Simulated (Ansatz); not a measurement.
# C₄H₁₁ClFGaSi: a ladder of functionals and wavefunction methods

An exercise on one series of results from a longer session: the logs are not shown, and one member is left open.

Method: functionals in def2-TZVPP, the program's frozen cores in correlated methods; program: Ansatz 0.2.0, Gaussian basis.

Plan: LDA (SPW92), PBE-D4, revPBE-D4, BLYP-D4, r2SCAN-D4, B97M-V, PBE0-D4, B3LYP-D4, r2SCANh-D4, r2SCAN0-D4, HSE06-D4, BHLYP-D4, CAM-B3LYP-D4, LC-ωPBE, ωB97X-V, ωB97M-V, B2PLYP, PBE-QIDH; CCSD(T)/def2-SVP; CCSD(T)/def2-TZVPP; MP2/def2-QZVPP; extrapolation to the limit; RPA on PBE.

### The geometry

All runs share one geometry, relaxed beforehand with PBE0-D4 in a triple-zeta def2 set.

SMILES `C[Si](C)(C)[CH2][Ga]([F])[Cl]`, 19 atoms, charge 0, spin multiplicity 1.

Atoms are counted from 1 here; the program's logs count them from 0.

Bond lengths: C1–Si2 1.871 Å, C1–H9 1.094 Å, C1–H10 1.093 Å, C1–H11 1.093 Å, Si2–C3 1.876 Å, Si2–C4 1.870 Å, Si2–C5 1.889 Å, C3–H12 1.096 Å, C3–H13 1.094 Å, C3–H14 1.093 Å, C4–H15 1.093 Å, C4–H16 1.093 Å, C4–H17 1.093 Å, C5–Ga6 1.931 Å, C5–H18 1.093 Å, C5–H19 1.094 Å, Ga6–F7 1.752 Å, Ga6–Cl8 2.138 Å. Angles: Si2–C1–H9 110.9°, Si2–C1–H10 111.1°, Si2–C1–H11 111.2°, H9–C1–H10 107.8°, H9–C1–H11 107.8°, H10–C1–H11 107.9°, C1–Si2–C3 110.0°, C1–Si2–C4 110.6°, C1–Si2–C5 109.2°, C3–Si2–C4 109.9°, C3–Si2–C5 108.5°, C4–Si2–C5 108.6°, Si2–C3–H12 111.9°, Si2–C3–H13 111.6°, Si2–C3–H14 110.9°, H12–C3–H13 107.8°, H12–C3–H14 106.8°, H13–C3–H14 107.6° and more.

Set-up of the first run:

in.yaml

```yaml
crystal:
  periodic: [false, false, false]
  atoms:
    - {symbol: C, position_ang: [-0.452815, -2.263855, -0.111064]}
    - {symbol: Si, position_ang: [-0.031546, -0.459796, 0.152186]}
    - {symbol: C, position_ang: [1.794742, -0.174372, -0.167078]}
    - {symbol: C, position_ang: [-0.464459, 0.070834, 1.892055]}
    - {symbol: C, position_ang: [-1.023783, 0.591908, -1.062677]}
    - {symbol: Ga, position_ang: [-0.287764, 2.371301, -1.205632]}
    - {symbol: F, position_ang: [0.603202, 2.906207, -2.615750]}
    - {symbol: Cl, position_ang: [-0.337290, 3.875366, 0.313220]}
    - {symbol: H, position_ang: [0.093423, -2.898033, 0.592680]}
    - {symbol: H, position_ang: [-1.520882, -2.444091, 0.036015]}
    - {symbol: H, position_ang: [-0.194110, -2.587030, -1.122762]}
    - {symbol: H, position_ang: [2.095337, 0.852394, 0.068952]}
    - {symbol: H, position_ang: [2.056418, -0.367211, -1.211164]}
    - {symbol: H, position_ang: [2.406734, -0.833305, 0.454822]}
    - {symbol: H, position_ang: [-1.522727, -0.102244, 2.105361]}
    - {symbol: H, position_ang: [-0.263071, 1.134214, 2.047720]}
    - {symbol: H, position_ang: [0.119025, -0.491162, 2.626264]}
    - {symbol: H, position_ang: [-1.007741, 0.152837, -2.063937]}
    - {symbol: H, position_ang: [-2.062692, 0.666038, -0.729192]}
basis:
  gaussian: {orbitals: def2-TZVPP}
hamiltonian: {xc: lda}
output: {orbitals: {seedname: orbitals}}
```

Launch:

```bash
ansatz run in.yaml --threads 4 --pin off --events-out ev --progress --plain --max-ram 66560MiB --backend cuda --devices 0, --max-vram 37GiB
```

Steps of the session up to this table: LDA; PBE-D4 (GGA); revPBE-D4 (GGA); BLYP-D4 (GGA); r2SCAN-D4 (meta-GGA); B97M-V (meta-GGA); B3LYP-D4 (hybrid); r2SCANh-D4 (hybrid); r2SCAN0-D4 (hybrid); HSE06-D4 (hybrid); BHLYP-D4 (hybrid); CAM-B3LYP-D4 (range-separated); LC-ωPBE (range-separated); ωB97X-V (range-separated); ωB97M-V (range-separated); B2PLYP (double hybrid); PBE-QIDH (double hybrid).

One of the session's tables, all rows but one given; the rest of the session is left out.

It belongs to the step «Frontier levels by functional». 

```
  functional  HOMO (eV)  gap (eV)
 LDA (SPW92)      -7.31      5.34
      PBE-D4      -7.15      5.47
   revPBE-D4      -7.08      5.53
     BLYP-D4      -7.02      5.38
   r2SCAN-D4      -7.43      6.02
      B97M-V      -7.49      5.91
     PBE0-D4      -8.41      7.55
    B3LYP-D4          ?         ?
  r2SCANh-D4      -7.90      6.77
  r2SCAN0-D4      -8.60      7.90
    HSE06-D4      -8.01      6.79
    BHLYP-D4      -9.57      9.49
CAM-B3LYP-D4      -9.75      9.79
     LC-ωPBE     -11.06     12.33
     ωB97X-V     -10.71     11.81
     ωB97M-V     -10.57     11.44
```

**Question.** Estimate the row for B3LYP-D4.

Worked estimate for «HOMO (eV)». Against the share of exact exchange, BLYP-D4 (0, -7.02), BHLYP-D4 (0.5, -9.57) give a slope of -5.10 per unit share; at 0.2 the line stands at -8.04.

As computed: HOMO (eV): -8.20; gap (eV): 7.05. In «HOMO (eV)» the line misses by +0.16.
